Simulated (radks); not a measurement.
**Sn⁴⁻ held by a Watson sphere**

An exercise on one series of results from a longer session: the logs are not shown, and one member is left open.

Program: radks (a radial shooting solver on a logarithmic mesh, Libxc functionals) version 1. Level of theory: scalar-relativistic Kohn-Sham, r2SCAN, spin-polarised, spherical densities, finite nucleus. These are calculated values, not measurements, unless marked.

**The system**

* element: tin (Z = 50)
* charge: -4
* electrons: 54
* configuration: [Xe]
* nuclear rms radius: 4.6519 fm

Outer shells as boxes (Hund's rule):

Sn⁴⁻
```
[Kr] core
4d [↑↓][↑↓][↑↓][↑↓][↑↓]
5s [↑↓]
5p [↑↓][↑↓][↑↓]
```

Set-up of the first run:

Settings of this run:

```text
Z 50
configuration [Xe]
relativity scalar-relativistic
functional r2scan,r2scan
spin polarised
nucleus finite rms 4.6519 fm
c 137.035999084
watson charge 4 radius 2.45 bohr
```

Steps of the session up to this table: R = 2.45 bohr; R = 2.47 bohr; R = 4.6 bohr; R = 5.83 bohr; R = 5.94 bohr.

One table of the session follows, with a row left open; its other results are not shown here.

| R (bohr) | highest level (eV) | its <r> (bohr) | sum of <r²> (bohr²) |
| --- | --- | --- | --- |
| 2.45 | -7.364 | 2.819 | 90.86 |
| 2.47 | -7.333 | 2.829 | 91.30 |
| 4.6 | ? | ? | ? |
| 5.83 | -3.198 | 4.685 | 196.1 |
| 5.94 | -3.130 | 4.749 | 200.6 |

Q: Estimate the row for R (bohr) = 4.6 from the others.

Worked estimate for «highest level (eV)». A straight line through the neighbours (2.47, -7.333) and (5.83, -3.198) gives -7.333 + (-3.198 + 7.333) × (4.6 − 2.47) / (5.83 − 2.47) = -4.712; a parabola fitted to 4 rows on both sides gives -4.256.

**Answer.** highest level (eV): -4.216; its <r> (bohr): 3.978; sum of <r²> (bohr²): 150.8. In «highest level (eV)» the line misses by -0.496 and the parabola by -0.040.

What this shows: From R = 2.45 to 5.94 bohr the top level moves from -7.364 to -3.130 eV and its mean radius from 2.82 to 4.75 bohr. A wider sphere makes a shallower well, so the ion swells.
